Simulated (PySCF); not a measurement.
# Ta(OH)2: structure of the quartet

The task is one start of a wider search on Ta(OH)2: the quartet, from a PBE0 minimum start. It is relaxed, tested by its Hessian and followed downhill if it is a saddle.

Method: PBE0, basis Ta def2-SVP with ECP60, O def2-SVP, H def2-SVP, scalar-relativistic core potentials, no spin–orbit coupling, density fitting; program: PySCF 2.14.0.

## Step 1: The system as given

5 atoms, charge 0, spin multiplicity 4.

Bond lengths: Ta1–O2 1.897 Å, Ta1–O3 1.897 Å, O2–H4 0.955 Å, O3–H5 0.955 Å. Angles: O2–Ta1–O3 180.0°, Ta1–O2–H4 180.0°, Ta1–O3–H5 180.0°.

```xyz
5
charge 0 multiplicity 4
Ta    0.0000    0.0000    0.0000
O     1.8547   -0.3979    0.0000
O    -1.8547    0.3979    0.0000
H     2.7884   -0.5981   -0.0001
H    -2.7884    0.5981    0.0001
```

## Step 2: Finding the electronic state

The steps below are one call of a driver around PySCF. For each, scf.py gives the equivalent set-up of the SCF; relaxations use the driver's own optimiser. After this first run the driver tries any further starts and a stability analysis.

Contents of scf.py:

```python
from pyscf import gto, scf, dft
mol = gto.M(atom='''
Ta     0.000000     0.000000     0.000000
O      1.854743    -0.397860    -0.000036
O     -1.854743     0.397860     0.000036
H      2.788352    -0.598129    -0.000054
H     -2.788352     0.598129     0.000054''',
    basis={'Ta': 'def2-SVP', 'O': 'def2-SVP', 'H': 'def2-SVP'},
    ecp={'Ta': 'def2-SVP'},
    charge=0, spin=3)
mf = dft.UKS(mol, xc='PBE0')
mf.grids.atom_grid = (50, 194)
aux = {'Ta': 'def2-universal-JKFIT', 'O': 'def2-universal-JKFIT', 'H': 'def2-universal-JKFIT'}
mf = mf.density_fit(auxbasis=aux)
mf.conv_tol = 1e-08
mf.diis_space = 10
mf.max_cycle = 60
mf.init_guess = 'minao'
mf.verbose = 4
mf.kernel()
```

Started as:

```sh
OMP_NUM_THREADS=2 python axn.py task.json out
```

What it wrote:

```text
init E= -195.629401312112
[... the frontier-level lines of each cycle are left out ...]
cycle= 1 E= -208.116326723049  delta_E= -12.5  |g|= 0.734  |ddm|= 5.55
cycle= 2 E= -208.07947187077  delta_E= 0.0369  |g|= 0.832  |ddm|= 1.95
cycle= 3 E= -208.390893262193  delta_E= -0.311  |g|= 0.108  |ddm|= 1.03
cycle= 4 E= -208.394722642075  delta_E= -0.00383  |g|= 0.0533  |ddm|= 0.145
cycle= 5 E= -208.396097314121  delta_E= -0.00137  |g|= 0.00238  |ddm|= 0.0482
cycle= 6 E= -208.396108943962  delta_E= -1.16e-05  |g|= 0.000842  |ddm|= 0.00748
cycle= 7 E= -208.396110535496  delta_E= -1.59e-06  |g|= 0.000123  |ddm|= 0.00261
cycle= 8 E= -208.396110553944  delta_E= -1.84e-08  |g|= 2.72e-05  |ddm|= 0.000295
cycle= 9 E= -208.396110554621  delta_E= -6.77e-10  |g|= 6.02e-06  |ddm|= 6.53e-05
Extra cycle  E= -208.396110554661  delta_E= -4.05e-11  |g|= 2.35e-06  |ddm|= 1.09e-05
converged SCF energy = -208.396110554661  <S^2> = 3.7600075  2S+1 = 4.0050006
```

This step, with its further starts and checks, needed 16 s of wall time on 2 threads of Arm Neoverse N1, shared host.

The starts that the driver tried:

```tsv
start	energy (Eh)
the minimal-basis guess	-208.396111
a thermally smeared density	-208.396111
a smeared PBE density	-208.396111
```

No lower solution of this spin turned up from the other starts or in the test of internal stability.

## Step 3: Relaxing the quartet from the PBE0 minimum start

The program finds D∞h symmetry in the start, which this walk keeps.

Edit scf.py of step 2 so:

```diff
@@ -18 +17,0 @@
-mf.init_guess = 'minao'
```

Steps of the walk:

```tsv
step	energy (Eh)	change (kJ/mol)	largest symmetric gradient (Eh/bohr)
0	-208.396111	0.00	0.00004
```

The walk took 2.4 s.

Positions (Å) and forces (eV/Å) along the way:

```
step 0
Ta   0.000   0.000   0.000   0.000   0.000   0.000
O    1.855  -0.398   0.000   0.003   0.002   0.000
O   -1.855   0.398   0.000  -0.003  -0.002   0.000
H    2.788  -0.598   0.000  -0.001   0.000   0.000
H   -2.788   0.598   0.000   0.001   0.000   0.000
```

It settles in D∞h symmetry, 0.0 kJ/mol below the start, after 0 steps: O–H 0.955 Å (×2), Ta–O 1.897 Å (×2); H–O–Ta 180.0° (×2), O–Ta–O 180.0°.

## Step 4: Hessian and properties

The point is checked on the finer grid, and tightened if its gradient asks for it. The Hessian and the dipole derivatives come from central differences of analytic gradients, with steps of 0.02 bohr.

Edit scf.py of step 3 so:

```diff
@@ -3,5 +3,5 @@
-Ta     0.000000     0.000000     0.000000
-O      1.854743    -0.397860    -0.000036
-O     -1.854743     0.397860     0.000036
-H      2.788352    -0.598129    -0.000054
-H     -2.788352     0.598129     0.000054''',
+Ta    -0.000000     0.000000     0.000000
+O      1.854617    -0.397834    -0.000036
+O     -1.854617     0.397834     0.000036
+H      2.788211    -0.598098    -0.000054
+H     -2.788211     0.598098     0.000054''',
@@ -12 +12 @@
-mf.grids.atom_grid = (50, 194)
+mf.grids.atom_grid = (75, 302)
@@ -15 +15 @@
-mf.conv_tol = 1e-08
+mf.conv_tol = 1e-10
```

This SCF starts from the last density.

Log of the central SCF (cycles and frontier levels):

```text
init E= -208.39614819533
[... the frontier-level lines of each cycle are left out ...]
cycle= 1 E= -208.396148195328  delta_E= 2.05e-12  |g|= 2.99e-06  |ddm|= 5.12e-06
Extra cycle  E= -208.396148195319  delta_E= 9.27e-12  |g|= 5.46e-06  |ddm|= 7.45e-06
converged SCF energy = -208.396148195319  <S^2> = 3.7600046  2S+1 = 4.0049992
```

The whole step took 48 s.

Geometry: D∞h; O–H 0.955 Å (×2), Ta–O 1.897 Å (×2); H–O–Ta 180.0° (×2), O–Ta–O 180.0°.

Harmonic modes (main isotopes):

```json
{"symmetry": "πu", "ω (cm⁻¹)": "68", "IR (km/mol)": "47.9"}
{"symmetry": "πu", "ω (cm⁻¹)": "443", "IR (km/mol)": "379"}
{"symmetry": "πg", "ω (cm⁻¹)": "497", "IR (km/mol)": "0.0"}
{"symmetry": "σu+", "ω (cm⁻¹)": "701", "IR (km/mol)": "260"}
{"symmetry": "σg+", "ω (cm⁻¹)": "745", "IR (km/mol)": "0.0"}
{"symmetry": "σu+", "ω (cm⁻¹)": "4037", "IR (km/mol)": "535"}
{"symmetry": "σg+", "ω (cm⁻¹)": "4040", "IR (km/mol)": "0.0"}
```

No imaginary mode, so this is a minimum.

Properties at this point:

* Dipole moment: 0.00 D
* Highest occupied level: -4.70 eV
* Lowest empty level: -1.74 eV
* Rotational constants: 0.1282 cm⁻¹
* Zero-point energy: 69.0 kJ/mol
* Principal polarisabilities: 53.4, 57.2, 57.2 bohr³
* Atomisation energy without zero-point energy: 1912 kJ/mol
* Principal traceless quadrupole moments about the centre of mass: -6.12, -6.12, 12.24 D Å
* Entropy at 298.15 K and 1 bar (electronic part: spin only): 301.3 J/(mol K)
* Heat capacity Cp at 298.15 K: 74.2 J/(mol K)
* Enthalpy at 298.15 K above 0 K: 16.02 kJ/mol
* Rotational symmetry number: 2
* Spin squared ⟨S²⟩: 3.760

Charges (e) and bond orders:

| atom | Mulliken | Löwdin | polar tensor | spin (Mulliken) | Mayer order to Ta1 |
| --- | --- | --- | --- | --- | --- |
| Ta1 | 0.53 | 0.05 | 0.89 | 3.15 | – |
| O2,3 | -0.46 | -0.12 | -0.80 | -0.07 | 1.16 |
| H4,5 | 0.19 | 0.10 | 0.36 | 0.00 | 0.04 |

Outer orbital energies (eV). α occupied: -12.79, -9.82, -9.82, -8.95, -8.95, -5.66, -4.70, -4.70; empty: 0.20, 0.20, 0.21, 0.21. β occupied: -26.88, -26.14, -15.17, -12.81, -9.79, -9.79, -9.10, -9.09; empty: -1.74, 0.23, 0.23, 1.22.

Mulliken populations on Ta1 (outside its core potential): s 2.82, p 6.23, d 3.32, f 0.09.

## Step 5: Results

| quantity | value |
| --- | --- |
| minimum | quartet, D∞h |
| geometry | O–H 0.955 Å (×2), Ta–O 1.897 Å (×2); H–O–Ta 180.0° (×2), O–Ta–O 180.0° |
| wavenumbers (cm⁻¹) | 68 (πu), 443 (πu), 497 (πg), 701 (σu+), 745 (σg+), 4037 (σu+), 4040 (σg+) |
| dipole moment | 0.00 D |
| highest occupied, lowest empty level (either spin) | -4.70, -1.74 eV |
| polar-tensor charge of Ta1 | +0.89 e |
| zero-point energy | 69.0 kJ/mol |
| entropy at 298.15 K | 301.3 J/(mol K) |
| atomisation energy (no zero-point energy) | 1912 kJ/mol |
| ⟨S²⟩ | 3.760 |

**Reading.** The PBE0 minimum start keeps its D∞h symmetry and ends in a minimum. In the infrared the band at 4037 cm⁻¹ (σu+) leads. Ta1 has a polar-tensor charge of +0.9 e (a dipole derivative, not a static charge), yet symmetry cancels the bond dipoles. Most of the spin sits on Ta1 (Mulliken spin 3.15, against 3 for the whole molecule). Only this shape and spin were tried, so other structures or states may lie lower. One determinant may miss the lowest occupation of an open d or f shell. Spin–orbit coupling, left out here, can matter for elements this heavy.

The search up to here took 67 s.
